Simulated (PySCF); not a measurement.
# C4HF5: the cost of one run

Programs: PySCF 2.14.0, with density-fitted response routines of our own. Each step states its level of theory. These are calculated values for one molecule in the gas phase, unless marked as measured. Atoms count from 0, in the outputs and in this text.

## (1) Starting geometry

10 atoms, charge 0, multiplicity 1; geometry from: GFN2-xTB. The atoms were then displaced at random by about 0.01 Å, so the start is not that level's minimum.

Bonds of the start (Å): F0–C1 1.30, C1–C2 1.32, C2–F3 1.37, C2–C4 1.50, C4–F5 1.33, C4–F6 1.35, C4–C7 1.57, C7–F8 1.35, C7–C1 1.49, C7–H9 1.12.

## (2) Relaxing the molecule at PBE0-D3(BJ)/def2-SVP

The job: settings as JSON, then the geometry in Å.

```
{"job": {"xc": "PBE0", "basis": "def2-SVP", "d3": "d3bj", "grid": 1, "shake": 0.01, "kind": "geom"}, "charge": 0, "multiplicity": 1}
F      0.747130     2.316610     0.093310
C      0.430360     1.056920     0.022310
C      1.119320    -0.061200    -0.150610
F      2.448380    -0.354760    -0.282330
C     -0.081720    -0.959830    -0.052390
F     -0.399640    -1.679480    -1.120100
F     -0.104770    -1.789620     1.018020
C     -0.887440     0.373130     0.148150
F     -1.794210     0.627430    -0.818700
H     -1.426970     0.449850     1.121280
```

Started as:

```sh
OMP_NUM_THREADS=1 python probes_run.py task.json out
```

This one command runs all jobs of the session in turn.

**Question.** How long does this first job take on 1 thread of Arm Neoverse V1, shared host, and how much memory does it need?

About 52 s, with a peak of 0.51 GiB.
